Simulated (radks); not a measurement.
# Pd⁺ in [Ar] 3d10 4s2 4p5 4d9 5d1: an all-electron calculation

One table from this session's results is given with a row withheld; the runs are named, their logs left out.

Program: radks (a radial shooting solver on a logarithmic mesh, Libxc functionals) version 1. Level of theory: Dirac Kohn-Sham, revPBE, spin-unpolarised, spherical densities, finite nucleus; open shells fill j = l - 1/2 first. These are calculated values, not measurements, unless marked.

## The system

| Quantity | Value |
| --- | --- |
| element | palladium (Z = 46) |
| charge | +1 |
| electrons | 45 |
| configuration | [Ar] 3d10 4s2 4p5 4d9 5d1 |
| nuclear rms radius | 4.5318 fm |

Set-up of the first run:

Input:

```text
Z 46
configuration [Ar] 3d10 4s2 4p5 4d9 5d1
relativity Dirac
functional pbe_r,pbe
spin unpolarised
j_filling energy
nucleus finite rms 4.5318 fm
c 137.035999084
```

One table of the session follows, with a row left open; its other results are not shown here.

It belongs to the step «Orbitals and density». Radial moments (bohr):

```
level      <r>  outermost maximum (interpolated)  90 % within  nodes
1s1/2  0.03185                            0.0207       0.0571      0
2s1/2        ?                                 ?            ?      ?
2p1/2   0.1171                            0.0905        0.192      0
2p3/2   0.1221                            0.0947        0.198      0
3s1/2   0.3789                             0.342        0.559      2
3p1/2   0.3711                             0.328        0.560      1
3p3/2   0.3819                             0.338        0.575      1
3d3/2   0.3554                             0.281        0.564      0
3d5/2   0.3589                             0.284        0.569      0
4s1/2   0.9402                             0.850         1.36      3
4p1/2    1.009                             0.890         1.49      2
4p3/2    1.039                             0.915         1.53      2
4d3/2    1.347                              1.06         2.12      1
4d5/2    1.363                              1.07         2.14      1
5d3/2    5.881                              5.29         8.59      2
5d5/2    5.909                              5.31         8.63      2
```

Q: Estimate the row for 2s1/2 from the others.

As computed: <r>: 0.1380; outermost maximum (interpolated): 0.117; 90 % within: 0.214; nodes: 1. In the column «<r>» it lies between 2p3/2 (0.1221) and 3d3/2 (0.3554).
